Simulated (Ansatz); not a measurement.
# Si2H5ClO2 (SMILES O[SiH2][SiH](O)Cl): HF/STO-3G

What is the electronic atomisation energy of Si2H5ClO2 at HF/STO-3G? 

The calculation is run with Ansatz 0.2.0.

45 further runs of the same task are left out: 45 set aside as unsound or not needed.

## Step 1: The system as given

Si2H5ClO2: 10 atoms, total charge 0, spin state singlet. SMILES: `O[SiH2][SiH](O)Cl`. The shape is that of a PBE0-D4/def2-TZVP optimisation. This is one conformer, not always the lowest.

Bond lengths: O1–Si2 1.650 Å, Si2–Si3 2.348 Å, Si3–O4 1.649 Å, Si3–Cl5 2.066 Å, O1–H6 0.960 Å, Si2–H7 1.491 Å, Si2–H8 1.483 Å, Si3–H9 1.486 Å, O4–H10 0.960 Å. Some angles: O1–Si2–Si3 106.6°, Si2–Si3–O4 101.2°, Si2–Si3–Cl5 111.9°, O4–Si3–Cl5 110.1°, O1–Si2–H7 111.9°, O1–Si2–H8 108.3°, Si3–Si2–H7 109.2°, Si3–Si2–H8 112.4°, Si2–O1–H6 115.5°, Si2–Si3–H9 117.8°.

## Step 2: A single-point energy at HF/STO-3G

File in.yaml:

```yaml
crystal:
  periodic: [false, false, false]
  atoms:
    - {symbol: O, position_ang: [-0.930000, 0.870600, 1.737400]}
    - {symbol: Si, position_ang: [-0.447400, 1.332200, 0.228900]}
    - {symbol: Si, position_ang: [0.341100, -0.602400, -0.843800]}
    - {symbol: O, position_ang: [0.842400, -1.502200, 0.443500]}
    - {symbol: Cl, position_ang: [-1.163400, -1.590800, -1.857000]}
    - {symbol: H, position_ang: [-0.481100, 0.102500, 2.098700]}
    - {symbol: H, position_ang: [0.646000, 2.345000, 0.279800]}
    - {symbol: H, position_ang: [-1.611200, 1.931000, -0.468100]}
    - {symbol: H, position_ang: [1.430200, -0.446300, -1.842900]}
    - {symbol: H, position_ang: [1.198600, -2.379200, 0.286500]}
basis:
  gaussian:
    orbitals: STO-3G
output: {orbitals: {seedname: orbitals}}
hamiltonian:
  xc: hf
total_charge: 0
accuracy: high
```

Command:

```bash
$ ansatz run in.yaml --threads 1 --pin off --max-ram 2610MiB --events-out events.jsonl --progress --plain --runs-dir runs
```

Output:

```text
Warning: RAYON_NUM_THREADS=1 ignored (pool sized by the plan → 1); use --threads N
Functional definition: HF
  name "HF"
  exchange = exact_x
  correlation = 0
870 factors; integrals over basis functions are off by at most 4.8e-8 eV
mean field evaluation 1: about -32009.7715 eV, gradient 3.0e1 eV
mean field evaluation 2: about -32009.8667 eV, gradient 3.0e1 eV
mean field evaluation 4: about -32013.3161 eV, gradient 1.5e0 eV
mean field evaluation 8: about -32013.3284 eV, gradient 3.0e-4 eV
mean field -32013.32838140 eV, -1176.4681186030 hartree, gradient 9.0e-9 eV, S^2 0.000000; 0 other end points of the search recorded, 0 dependent functions left out
reference -32013.32838140 eV, -1176.4681186030 hartree; 33, 33 occupied and 9, 9 virtual orbitals, 870 factors
Total energy: -32013.32838140 eV, -1176.4681186030 hartree
```

It took 0.53 s on 1 thread of Arm Neoverse V2, shared host; peak memory 0.098 GiB.

## Step 3: The Cl atom at the same level

File input.yaml:

```yaml
crystal:
  periodic: [false, false, false]
  atoms:
    - symbol: Cl
      position_ang: [0.000000, 0.000000, 0.000000]
basis:
  gaussian:
    orbitals: STO-3G
magnetization:
  spin_polarized: true
  initial_magnetization: 1
hamiltonian:
  xc: hf
accuracy: high
```

Run the same way, it converges to -454.54219 Eh (log not shown).

## Step 4: The H atom

File job.yaml:

```yaml
crystal:
  periodic: [false, false, false]
  atoms:
    - {symbol: H, position_ang: [0.000000, 0.000000, 0.000000]}
basis:
  gaussian:
    orbitals: STO-3G
magnetization:
  spin_polarized: true
  initial_magnetization: 1
accuracy: high
hamiltonian:
  xc: hf
```

Run the same way, it converges to -0.46658 Eh (log not shown).

## Step 5: The O atom at the same level

File molecule.yaml:

```yaml
crystal:
  periodic: [false, false, false]
  atoms:
    - {symbol: O, position_ang: [0.000000, 0.000000, 0.000000]}
basis:
  gaussian:
    orbitals: STO-3G
magnetization:
  spin_polarized: true
  initial_magnetization: 2
hamiltonian:
  xc: hf
accuracy: high
```

Run the same way, it converges to -73.80415 Eh (log not shown).

## Step 6: The Si atom

File input.yaml:

```yaml
crystal:
  periodic: [false, false, false]
  atoms:
    - {symbol: Si, position_ang: [0.000000, 0.000000, 0.000000]}
basis:
  gaussian:
    orbitals: STO-3G
accuracy: high
magnetization:
  spin_polarized: true
  initial_magnetization: 2
hamiltonian:
  xc: hf
```

Run the same way, it converges to -285.46622 Eh (log not shown).

## Step 7: Summary of results

At HF/STO-3G:

| quantity | value |
| --- | --- |
| molecule: total energy | -1176.46812 Eh |
| molecule: HOMO energy | -8.40 eV |
| molecule: LUMO energy | 8.83 eV |
| molecule: HOMO–LUMO gap | 17.23 eV |
| Cl atom: total energy | -454.54219 Eh |
| Cl atom: ⟨S²⟩ | 0.750 |
| H atom: total energy | -0.46658 Eh |
| H atom: ⟨S²⟩ | 0.750 |
| O atom: total energy | -73.80415 Eh |
| O atom: ⟨S²⟩ | 2.000 |
| Si atom: total energy | -285.46622 Eh |
| Si atom: ⟨S²⟩ | 2.000 |
| electronic atomisation energy | 28.634 eV |

Taking the molecule apart into free atoms costs 28.63 eV (2763 kJ/mol), before zero-point energy and without spin-orbit coupling. Hartree–Fock lacks the correlation of the bonding pairs, which as a rule makes this value much too low; in minimal bases other errors can mask that. In a minimal basis such a difference can be off by several eV, whatever the method.
